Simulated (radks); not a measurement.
# Ag²⁺ in [Ar] 3d10 4s2 4p5 4d9 5d1: an all-electron calculation

The task here is to estimate one member of a computed series from the others.

Program: radks (a radial shooting solver on a logarithmic mesh, Libxc functionals) version 1. Level of theory: Dirac Kohn-Sham, PBE, spin-unpolarised, spherical densities, point nucleus; open shells fill j = l - 1/2 first. These are calculated values, not measurements, unless marked.

**Starting point**

* element: silver (Z = 47)
* charge: +2
* electrons: 45
* configuration: [Ar] 3d10 4s2 4p5 4d9 5d1

Set-up of the first run:

Input:

```text
Z 47
configuration [Ar] 3d10 4s2 4p5 4d9 5d1
relativity Dirac
functional pbe,pbe
spin unpolarised
j_filling energy
nucleus point
c 137.035999084
```

Started as:

```console
$ python run_ks.py task.json out
```

All runs below come from this command, one after another.

One table of the session follows, with a row left open; its other results are not shown here.

It belongs to the step «Shells». Sizes of the orbitals, from the radial functions (bohr):

| level | <r> | outermost maximum (interpolated) | 90 % within | nodes |
| --- | --- | --- | --- | --- |
| 1s1/2 | 0.03111 | 0.0202 | 0.0558 | 0 |
| 2s1/2 | 0.1345 | 0.114 | 0.208 | 1 |
| 2p1/2 | 0.1141 | 0.0882 | 0.187 | 0 |
| 2p3/2 | 0.1192 | 0.0924 | 0.194 | 0 |
| 3s1/2 | 0.3682 | 0.333 | 0.543 | 2 |
| 3p1/2 | 0.3599 | 0.319 | 0.543 | 1 |
| 3p3/2 | 0.3708 | 0.329 | 0.558 | 1 |
| 3d3/2 | 0.3436 | 0.272 | 0.544 | 0 |
| 3d5/2 | 0.3471 | 0.275 | 0.549 | 0 |
| 4s1/2 | 0.9037 | 0.820 | 1.31 | 3 |
| 4p1/2 | 0.9639 | 0.856 | 1.42 | 2 |
| 4p3/2 | 0.9927 | 0.880 | 1.46 | 2 |
| 4d3/2 | 1.234 | 1.00 | 1.91 | 1 |
| 4d5/2 | 1.247 | 1.01 | 1.94 | 1 |
| 5d3/2 | 4.285 | 3.85 | 6.23 | 2 |
| 5d5/2 | ? | ? | ? | ? |

**Question.** Estimate the row for 5d5/2.

As computed: <r>: 4.309; outermost maximum (interpolated): 3.88; 90 % within: 6.26; nodes: 2. In the column «<r>» it is the highest.
